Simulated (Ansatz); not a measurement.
# YCo5: the cost of one run

Computed with Ansatz 0.2.0 (DFT PBEsol+U, scalar-relativistic, plane waves, PAW, unless a step's input says otherwise).

### 1 The system as given

Symmetry: P6/mmm, No. 191, hexagonal system. Conventional cell: a = 4.708 Å, b = 4.708 Å, c = 3.821 Å, α = 90.00°, β = 90.00°, γ = 120.00°. Y (site symmetry 6/mmm) has 18 Co at 2.72 to 3.03 Å as nearest neighbours. Around Co (site symmetry -6m2) lie 6 Co at 2.34 Å. Co (site symmetry mmm) has 8 Co at 2.34 to 2.35 Å as nearest neighbours.

Coordinates:

```
Y Co
1.0
     4.70772    0.00000    0.00000
    -2.35386    4.07700    0.00000
     0.00000    0.00000    3.82150
Y Co
1 5
Direct
  0.00000 0.00000 0.00000
  0.33333 0.66667 0.00000
  0.66667 0.33333 0.00000
  0.50000 0.00000 0.50000
  0.50000 0.50000 0.50000
  0.00000 0.50000 0.50000
```

The structure rests on a cell from the Crystallography Open Database, changed: starting moments are set anew.

### 2 Relaxing cell and atoms: YCo5, moments −+++++, 20 GPa

It takes the final geometry of an earlier run: starting moments are set anew.

Input file input.yaml:

```yaml
crystal:
  lattice:
    - [4.7077187779, 0.0, 0.0]
    - [-2.353859389, 4.0770040556, 0.0]
    - [0.0, 0.0, 3.8214997036]
  atoms:
    - { symbol: "Y", position: [0.0, 0.0, 0.0], spin: -0.3 }
    - { symbol: Co, position: [0.3333333333, 0.6666666667, 0.0], spin: 1.6 }
    - { symbol: Co, position: [0.6666666667, 0.3333333333, 0.0], spin: 1.6 }
    - { symbol: Co, position: [0.5, 0.0, 0.5], spin: 1.6 }
    - { symbol: Co, position: [0.5, 0.5, 0.5], spin: 1.6 }
    - { symbol: Co, position: [0.0, 0.5, 0.5], spin: 1.6 }
magnetization:
  spin_polarized: true
scf:
  occupations: { method: gaussian, width: 0.05 }
output:
  forces: true
  stress: true
  populations: true
hamiltonian:
  hubbard: { sites: [{ species: Co, l: d, u_eff: 1.0 }] }
  xc: pbesol
relax:
  f_tol: 0.01
  cell: { stress_tol: 0.05, p_target: 20 }
kpoints:
  mp_grid: { grid: [12, 12, 14] }
```

The run is started by

```sh
$ ansatz run input.yaml --threads 4 --pin off --max-ram 12288MiB --backend cpu --events-out ev --progress --plain --runs-dir out
```

Q: Estimate wall time and peak memory on 4 threads of Arm Neoverse V2, shared host.

About 3 min, with a peak of 1.6 GiB.
